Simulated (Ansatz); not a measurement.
**InSe: the band gap up the ladder of functionals**

The task here is to estimate one member of a computed series from the others.

Program: Ansatz 0.2.0. PAW datasets, plane waves. No spin polarisation and no zero-point or thermal motion.

### Starting point

The cell was relaxed beforehand with r2SCAN+rVV10.

It is hexagonal, P6_3/mmc (No. 194); conventional cell a = 4.018 Å, c = 16.926 Å, 29.58 Å³ an atom. Near In stand 3 Se at 2.64 Å and 1 In at 2.79 Å; near Se stand 3 In at 2.64 Å.

Structure file:

Space group P6_3/mmc (No. 194). a = 4.018 Å, b = 4.018 Å, c = 16.926 Å, α = 90.00°, β = 90.00°, γ = 120.00°
```tsv
atom	site	symmetry	x	y	z
In	4f	3m.	0.3333	0.6667	0.1677
Se	4f	3m.	0.3333	0.6667	0.5928
```

The first run:

Contents of input.yaml:

```yaml
crystal:
  lattice:
    - [4.0181119028, 0.0, 0.0]
    - [-2.0090559514, 3.4797869831, 0.0]
    - [0.0, 0.0, 16.9256136098]
  atoms:
    - { symbol: In, position: [0.3333333333, 0.6666666667, 0.1677023334] }
    - { symbol: In, position: [0.6666666667, 0.3333333333, 0.6677023334] }
    - { symbol: In, position: [0.3333333333, 0.6666666667, 0.3322976666] }
    - { symbol: In, position: [0.6666666667, 0.3333333333, 0.8322976666] }
    - { symbol: Se, position: [0.3333333333, 0.6666666667, 0.5927860123] }
    - { symbol: Se, position: [0.6666666667, 0.3333333333, 0.0927860123] }
    - { symbol: Se, position: [0.3333333333, 0.6666666667, 0.9072139877] }
    - { symbol: Se, position: [0.6666666667, 0.3333333333, 0.4072139877] }
kpoints:
  mp_grid: { grid: [12, 12, 2] }
  band_path:
    path:
      - [[0.0, 0.0, 0.0], [0.5, 4.523685226682e-17, -9.529085823115e-35], [0.3333333333333, 0.3333333333333, -1.978522721648e-34], [0.0, 0.0, 0.0], [-1.698165251978e-53, -2.614168210911e-53, 0.5], [0.5, 4.523685226682e-17, 0.5], [0.3333333333333, 0.3333333333333, 0.5], [-1.698165251978e-53, -2.614168210911e-53, 0.5]]
      - [[0.5, 4.523685226682e-17, 0.5], [0.5, 4.523685226682e-17, -9.529085823115e-35]]
      - [[0.3333333333333, 0.3333333333333, 0.5], [0.3333333333333, 0.3333333333333, -1.978522721648e-34]]
    npoints: 10
hamiltonian:
  xc: pbe
scf:
  occupations: { method: fermi_dirac, width: 0.02 }
  n_extra_bands: 6
output:
  forces: true
  stress: true
  eigenvalues: true
```

The run is started by

```
$ ansatz run input.yaml --threads 2 --pin off --max-ram 29491MiB --backend cpu --events-out ev --progress --plain --runs-dir out
```

Among the steps run: PBE bands along the symmetry lines; r2SCAN; HSE06 at the same geometry; PBE+SOC at the same geometry; PBE0 at the same geometry.

One table of the session follows, with a row left open; its other results are not shown here.

| level | gap (eV) |
| --- | --- |
| PBE | 0.45 |
| r2SCAN | 0.88 |
| HSE06 | 1.19 |
| PBE+SOC | ? |
| PBE0 | 1.78 |

**Question.** Estimate the row for PBE+SOC.

**Answer.** gap (eV): 0.42. In the column «gap (eV)» it is the lowest.

Meshes: PBE 12×12×2, r2SCAN 12×12×2, HSE06 6×6×2, PBE+SOC 12×12×2, PBE0 6×6×2

What this shows: PBE+SOC gives the least gap, 0.42 eV, and PBE0 the largest, 1.78 eV. PBE reaches 38 % of the HSE06 value, and r2SCAN 74 %. PBE0 lies 0.59 eV above HSE06, which differs from it by screening the long-range exchange.

Limits of these values: Warnings in the runs' records: stress exchange threshold loose, stress scf threshold loose.
